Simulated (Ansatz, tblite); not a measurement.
# The cluster Al₂S₃: removing and adding an electron

One table from this session's results is given with a row withheld; the runs are named, their logs left out.

Method: as each input shows; program: Ansatz 0.2.0, Gaussian basis.

Levels to be run: charge +1 doublet, at the geometry of the singlet (PBE0-D4/def2-TZVP, PBE-D4/def2-TZVP, r2SCAN-D4/def2-TZVP, CCSD(T)/def2-TZVPP); charge -1 doublet, at the geometry of the singlet (PBE0-D4/def2-TZVPD, PBE-D4/def2-TZVPD, r2SCAN-D4/def2-TZVPD); the starting singlet's energies come from earlier runs.

3 further runs of the same task are left out: 1 that didn't finish, 2 set aside as unsound or not needed. Runs told in other sessions of the task aren't counted.

### The structure

The singlet was relaxed beforehand with PBE-D4/def2-SVP. At that level it is the lowest of the isomers that a small search found.

5 atoms, charge 0, spin multiplicity 1.

Atoms are counted from 1 here; the program's logs count them from 0.

Bond lengths: Al1–S3 2.020 Å, Al1–S4 2.192 Å, Al2–S4 2.192 Å, Al2–S5 2.020 Å. Angles: S3–Al1–S4 179.9°, S4–Al2–S5 179.9°, Al1–S4–Al2 94.8°.

The first run:

Input file in.yaml:

```yaml
crystal:
  periodic: [false, false, false]
  atoms:
    - {symbol: Al, position_ang: [-1.427279, 0.773597, -0.178159]}
    - {symbol: Al, position_ang: [1.302595, -0.945139, -0.277898]}
    - {symbol: S, position_ang: [-2.343509, 2.031536, 1.110117]}
    - {symbol: S, position_ang: [-0.429860, -0.591477, -1.572594]}
    - {symbol: S, position_ang: [2.898054, -1.268527, 0.918544]}
basis:
  gaussian: {orbitals: def2-TZVP}
total_charge: 1
magnetization: {spin_polarized: true, initial_magnetization: 1}
hamiltonian: {xc: pbe0, dispersion: d4}
scf: {omitted_lower_state_checks: [starts]}
output: {orbitals: {seedname: orbitals}}
```

Command:

```console
$ ansatz run in.yaml --threads 4 --pin off --events-out ev --progress --plain --max-ram 4787MiB
```

Among the steps run: Charge +1 doublet at the fixed geometry, PBE0-D4/def2-TZVP; Charge +1 doublet at the fixed geometry, PBE-D4/def2-TZVP; Charge +1 doublet at the fixed geometry, r2SCAN-D4/def2-TZVP; Charge +1 doublet at the fixed geometry, CCSD(T)/def2-TZVPP.

One table of the session follows, with a row left open; its other results are not shown here.

It belongs to the step «Vertical ionisation energy». 

```
             method  vertical ionisation energy (eV)
      HF/def2-TZVPP                             8.18
   PBE-D4/def2-TZVP                             8.71
r2SCAN-D4/def2-TZVP                             8.86
  PBE0-D4/def2-TZVP                             9.03
     MP2/def2-TZVPP                             9.47
    CCSD/def2-TZVPP                                ?
 CCSD(T)/def2-TZVPP                             9.35
```

Estimate the missing values for CCSD/def2-TZVPP.

As computed: vertical ionisation energy (eV): 9.25. In the column «vertical ionisation energy (eV)» it lies between PBE0-D4/def2-TZVP (9.03) and CCSD(T)/def2-TZVPP (9.35).
